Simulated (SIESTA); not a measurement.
Runs of SIESTA 5.4.2 on HfMoC2. It takes space group P4/mmm (No. 123, tetragonal). Conventional cell: a = 3.191 Å, b = 3.191 Å, c = 4.485 Å, α = 90.00°, β = 90.00°, γ = 90.00°. Around Hf (site symmetry 4/mmm) lie 6 C at 2.24 to 2.26 Å. Mo (site symmetry 4/mmm) has 6 C at 2.24 to 2.26 Å as nearest neighbours. C (site symmetry 4/mmm) is surrounded by 2 Mo at 2.24 Å and 4 Hf at 2.26 Å. Around C (site symmetry 4/mmm) lie 2 Hf at 2.24 Å and 4 Mo at 2.26 Å. The cell comes from a database or a generator and needn't be the stable form of this composition.

```csv
task,level,potentials or basis,gap on the mesh (eV),pressure (GPa),V0 of scaled cells (Å³/atom),B0 (GPa)
single point,PBE,"PseudoDojo 0.4 standard (PBE files), DZP (energy shift 0.003 Ry; two zetas on semicore shells)",none,(a),-,-
equation of state,PBE,"PseudoDojo 0.4 standard (PBE files), DZP (energy shift 0.003 Ry; two zetas on semicore shells)",-,-,11.55,270
band structure,PBEsol,"PseudoDojo 0.4 standard (PBEsol files), DZP (energy shift 0.003 Ry; two zetas on semicore shells)",none,-4.5,-,-
band structure,LDA,"PseudoDojo 0.4 standard (LDA files), DZP (energy shift 0.003 Ry; two zetas on semicore shells)",none,-10.5,-,-
equation of state,LDA,"PseudoDojo 0.4 standard (LDA files), DZP (energy shift 0.003 Ry; two zetas on semicore shells)",-,-,(b),303
```

Alike in all rows: no spin polarisation; cell as given; k mesh 8 × 8 × 6; smearing fermi-dirac 0.05 eV; grid cutoff 800 Ry; energy shift 0.003 Ry.

Problem. Fill in the values left out.

Solution. (a) 3.1; (b) 11.00.

Caveats: short orbitals over semicore shells can move pressures by several GPa; the basis of atomic orbitals isn't converged, which shifts pressures, moduli and gaps; the cell was scaled at fixed shape and fractional positions, which overstates the stiffness of a crystal with free parameters, most of all of layers and chains (some runs).

A k mesh can miss the band edges, and the runs leave out spin-orbit coupling on Hf, Mo.

A gap of «none» marks a metal or a gap under the smearing width.

Not every run made on this cell is shown here.
